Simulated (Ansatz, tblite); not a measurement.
# Si47H50 off sphere (Si47H50): rung by rung

Aim: run the singlet of Si47H50 off sphere (Si47H50) at one geometry on many levels, and compare frontier levels, spin and run time.

Program: Ansatz 0.2.0, Gaussian basis. Level of theory: as each input shows. These are calculated values, not measurements.

Plan: GFN1-xTB, GFN2-xTB, PBE-D4/def2-SVP, r2SCAN-D4/def2-SVP, LDA/def2-SVP, r2SCAN-D4/def2-mTZVP, HF/6-31G, B3LYP-D4/6-31G.

1 further run of the same task is left out (set aside as unsound or not needed).

## Step 1: The relaxed structure

The singlet was relaxed beforehand with r2SCAN-D4/def2-SVP.

97 atoms, charge 0, spin multiplicity 1.

Bond lengths: Si1–Si24 2.358 Å, Si1–Si26 2.353 Å, Si1–H48 1.496 Å, Si1–H49 1.500 Å, Si2–Si25 2.353 Å, Si2–Si27 2.352 Å, Si2–H50 1.496 Å, Si2–H51 1.500 Å, Si3–Si26 2.356 Å, Si3–Si28 2.353 Å, Si3–Si29 2.358 Å, Si3–H52 1.502 Å, Si4–Si27 2.354 Å, Si4–Si28 2.352 Å, Si4–Si30 2.354 Å, Si4–H53 1.502 Å, Si5–Si24 2.354 Å, Si5–Si25 2.354 Å and more. Angles: Si24–Si1–Si26 113.7°, Si24–Si1–H48 109.3°, Si24–Si1–H49 108.7°, Si26–Si1–H48 110.3°, Si26–Si1–H49 107.1°, H48–Si1–H49 107.5°, Si25–Si2–Si27 110.0°, Si25–Si2–H50 111.4°, Si25–Si2–H51 108.7°, Si27–Si2–H50 111.7°, Si27–Si2–H51 107.2°, H50–Si2–H51 107.8°, Si26–Si3–Si28 110.0°, Si26–Si3–Si29 109.4°, Si26–Si3–H52 108.8°, Si28–Si3–Si29 110.1°, Si28–Si3–H52 109.9°, Si29–Si3–H52 108.8° and more.

PBE0-D4/def2-SVP was run before; its log isn't repeated, and its numbers join the tables.

## Step 2: GFN1-xTB

Tight binding, by tblite at 300 K electronic temperature and without a spin-polarisation term:

```python
tblite.interface.Calculator('GFN1-xTB', numbers, positions, charge=0, uhf=0).singlepoint()
```

Energy -3087.9482 eV, HOMO -11.31 eV, LUMO -9.00 eV; 3.2 s.

## Step 3: GFN2-xTB

Tight binding, by tblite at 300 K electronic temperature and without a spin-polarisation term:

```python
tblite.interface.Calculator('GFN2-xTB', numbers, positions, charge=0, uhf=0).singlepoint()
```

Energy -2883.6346 eV, HOMO -8.57 eV, LUMO -6.09 eV; 11 s.

## Step 4: PBE-D4/def2-SVP

start.molden holds the orbitals of an earlier run on this state, given as this run's starting guess.

Input file in.yaml:

```yaml
crystal:
  periodic: [false, false, false]
  atoms:
    - {symbol: Si, position_ang: [-4.228004, -3.682768, 0.189486]}
    - {symbol: Si, position_ang: [-4.253478, -0.659520, -2.859016]}
    - {symbol: Si, position_ang: [-4.242992, -0.794956, 2.697411]}
    - {symbol: Si, position_ang: [-4.262657, 1.916600, -0.011752]}
    - {symbol: Si, position_ang: [-1.605287, -3.501097, -2.730474]}
    - {symbol: Si, position_ang: [-1.477492, -3.484745, 2.753390]}
    - {symbol: Si, position_ang: [1.172849, -3.511322, -0.008405]}
    - {symbol: Si, position_ang: [-1.551561, -0.819689, -5.495440]}
    - {symbol: Si, position_ang: [-1.538004, 1.921205, -2.756472]}
    - {symbol: Si, position_ang: [1.145457, -0.819778, -2.755352]}
    - {symbol: Si, position_ang: [-1.553475, -0.804527, -0.023150]}
    - {symbol: Si, position_ang: [-1.523149, 1.930143, 2.700372]}
    - {symbol: Si, position_ang: [1.193207, -0.750581, 2.707797]}
    - {symbol: Si, position_ang: [1.160644, 1.917908, -0.051577]}
    - {symbol: Si, position_ang: [-1.662083, -0.873232, 5.438260]}
    - {symbol: Si, position_ang: [1.372135, 2.131009, 5.356965]}
    - {symbol: Si, position_ang: [1.207699, 4.722062, -2.638268]}
    - {symbol: Si, position_ang: [-1.565182, 4.637323, -0.045004]}
    - {symbol: Si, position_ang: [1.180072, 4.685534, 2.599895]}
    - {symbol: Si, position_ang: [3.870417, -3.536125, -2.768449]}
    - {symbol: Si, position_ang: [3.939140, 1.920886, -2.680460]}
    - {symbol: Si, position_ang: [3.889118, -0.789347, -0.051965]}
    - {symbol: Si, position_ang: [3.939371, 1.970925, 2.600935]}
    - {symbol: Si, position_ang: [-3.088257, -4.858669, -1.506567]}
    - {symbol: Si, position_ang: [-2.926568, -2.136406, -4.121531]}
    - {symbol: Si, position_ang: [-2.865664, -2.172746, 1.372915]}
    - {symbol: Si, position_ang: [-2.899827, 0.572444, -1.381219]}
    - {symbol: Si, position_ang: [-5.616493, 0.528969, 1.320580]}
    - {symbol: Si, position_ang: [-2.895165, 0.580237, 4.057966]}
    - {symbol: Si, position_ang: [-2.897743, 3.276815, 1.340409]}
    - {symbol: Si, position_ang: [-0.205550, -2.175816, -1.374815]}
    - {symbol: Si, position_ang: [2.527993, -4.868508, -1.369456]}
    - {symbol: Si, position_ang: [2.491941, -2.187538, -4.113472]}
    - {symbol: Si, position_ang: [-0.033004, -4.852598, 1.500508]}
    - {symbol: Si, position_ang: [-0.149589, -2.088881, 4.105421]}
    - {symbol: Si, position_ang: [2.530002, -2.122659, 1.329290]}
    - {symbol: Si, position_ang: [-0.210579, 0.535428, -4.120544]}
    - {symbol: Si, position_ang: [-0.190776, 3.288902, -1.404000]}
    - {symbol: Si, position_ang: [2.509377, 0.549112, -1.411736]}
    - {symbol: Si, position_ang: [2.864937, 3.624207, -3.898654]}
    - {symbol: Si, position_ang: [-0.185875, 0.566069, 1.327820]}
    - {symbol: Si, position_ang: [-0.138838, 3.323579, 4.002425]}
    - {symbol: Si, position_ang: [2.587625, 0.641686, 3.999613]}
    - {symbol: Si, position_ang: [2.537529, 3.303314, 1.260151]}
    - {symbol: Si, position_ang: [-0.226531, 6.038079, 1.288030]}
    - {symbol: Si, position_ang: [5.222069, -2.172550, -1.409938]}
    - {symbol: Si, position_ang: [5.278088, 0.563138, 1.279264]}
    - {symbol: H, position_ang: [-5.399548, -2.967475, -0.406000]}
    - {symbol: H, position_ang: [-4.760532, -4.670988, 1.184209]}
    - {symbol: H, position_ang: [-5.341432, -1.387886, -2.135084]}
    - {symbol: H, position_ang: [-4.900389, 0.322108, -3.790911]}
    - {symbol: H, position_ang: [-5.091608, -1.665299, 3.580484]}
    - {symbol: H, position_ang: [-5.115294, 2.787842, -0.889682]}
    - {symbol: H, position_ang: [-0.755089, -4.378454, -3.604308]}
    - {symbol: H, position_ang: [-2.364095, -4.321005, 3.632376]}
    - {symbol: H, position_ang: [-2.390060, 0.044683, -6.388005]}
    - {symbol: H, position_ang: [-0.681717, -1.684284, -6.356203]}
    - {symbol: H, position_ang: [-2.433987, 2.775986, -3.607592]}
    - {symbol: H, position_ang: [-2.619407, -1.858944, 6.040733]}
    - {symbol: H, position_ang: [-0.987672, -0.148074, 6.558184]}
    - {symbol: H, position_ang: [0.690052, 1.432208, 6.489049]}
    - {symbol: H, position_ang: [2.339193, 3.118128, 5.940908]}
    - {symbol: H, position_ang: [0.373531, 5.585734, -3.535894]}
    - {symbol: H, position_ang: [1.902882, 5.621490, -1.660690]}
    - {symbol: H, position_ang: [-2.455338, 5.457958, -0.934405]}
    - {symbol: H, position_ang: [2.058562, 5.541141, 3.467871]}
    - {symbol: H, position_ang: [4.732560, -4.411195, -3.632927]}
    - {symbol: H, position_ang: [4.764690, 1.076972, -3.604312]}
    - {symbol: H, position_ang: [4.875291, 2.581623, -1.712806]}
    - {symbol: H, position_ang: [4.789995, 2.859238, 3.463883]}
    - {symbol: H, position_ang: [-4.100736, -5.409557, -2.466531]}
    - {symbol: H, position_ang: [-2.359708, -6.017047, -0.903026]}
    - {symbol: H, position_ang: [-3.806956, -3.020770, -4.957588]}
    - {symbol: H, position_ang: [-6.480715, -0.335798, 0.453926]}
    - {symbol: H, position_ang: [-6.510149, 1.371955, 2.180027]}
    - {symbol: H, position_ang: [-3.772876, 1.470988, 4.890391]}
    - {symbol: H, position_ang: [-3.751284, 4.139120, 2.227107]}
    - {symbol: H, position_ang: [1.657550, -5.773355, -2.188518]}
    - {symbol: H, position_ang: [3.397831, -5.722726, -0.496796]}
    - {symbol: H, position_ang: [1.618736, -3.049262, -4.974410]}
    - {symbol: H, position_ang: [3.323629, -1.323723, -5.013045]}
    - {symbol: H, position_ang: [-0.762526, -5.956781, 0.803131]}
    - {symbol: H, position_ang: [0.962784, -5.475858, 2.433303]}
    - {symbol: H, position_ang: [0.742787, -2.935677, 4.967232]}
    - {symbol: H, position_ang: [3.398772, -2.993154, 2.193337]}
    - {symbol: H, position_ang: [0.682573, 1.377494, -4.983304]}
    - {symbol: H, position_ang: [2.270309, 3.066550, -5.152092]}
    - {symbol: H, position_ang: [3.899257, 4.634705, -4.298568]}
    - {symbol: H, position_ang: [-1.012008, 4.203737, 4.850402]}
    - {symbol: H, position_ang: [3.468755, -0.230405, 4.847705]}
    - {symbol: H, position_ang: [3.371819, 4.151424, 0.343186]}
    - {symbol: H, position_ang: [-1.101470, 6.855298, 2.190761]}
    - {symbol: H, position_ang: [0.575121, 6.975800, 0.438629]}
    - {symbol: H, position_ang: [6.083794, -3.030353, -0.532662]}
    - {symbol: H, position_ang: [6.120939, -1.322851, -2.256432]}
    - {symbol: H, position_ang: [6.098577, -0.323292, 2.168060]}
    - {symbol: H, position_ang: [6.214057, 1.354512, 0.418412]}
basis:
  gaussian: {orbitals: def2-SVP, fitting: {mean_field: def2-universal-jkfit}, initial_orbitals: start.molden}
hamiltonian: {xc: pbe, dispersion: d4}
scf: {omitted_lower_state_checks: [starts]}
output: {orbitals: {seedname: orbitals}}
```

On the command line:

```console
$ ansatz run in.yaml --threads 11 --pin off --events-out ev --progress --plain --max-ram 166912MiB --backend cuda --devices 0, --max-vram 75GiB
```

After this run come: r2SCAN-D4/def2-SVP; LDA/def2-SVP; r2SCAN-D4/def2-mTZVP; HF/6-31G; B3LYP-D4/6-31G.

Q: Predict the results of all the runs planned. Wanted: gap in def2-SVP, named functionals, smallest and largest; binding an atom, functionals in def2-SVP.

**Answer**, as computed:

| quantity | value |
| --- | --- |
| gap in def2-SVP, named functionals, smallest and largest | 3.16 eV (LDA), 4.74 eV (PBE0-D4) |
| binding an atom, functionals in def2-SVP | 3.46 (r2SCAN-D4) to 3.83 eV (LDA) |

Over the named functionals in def2-SVP the gap runs from 3.16 eV (LDA) to 4.74 eV (PBE0-D4); exact exchange widens it.
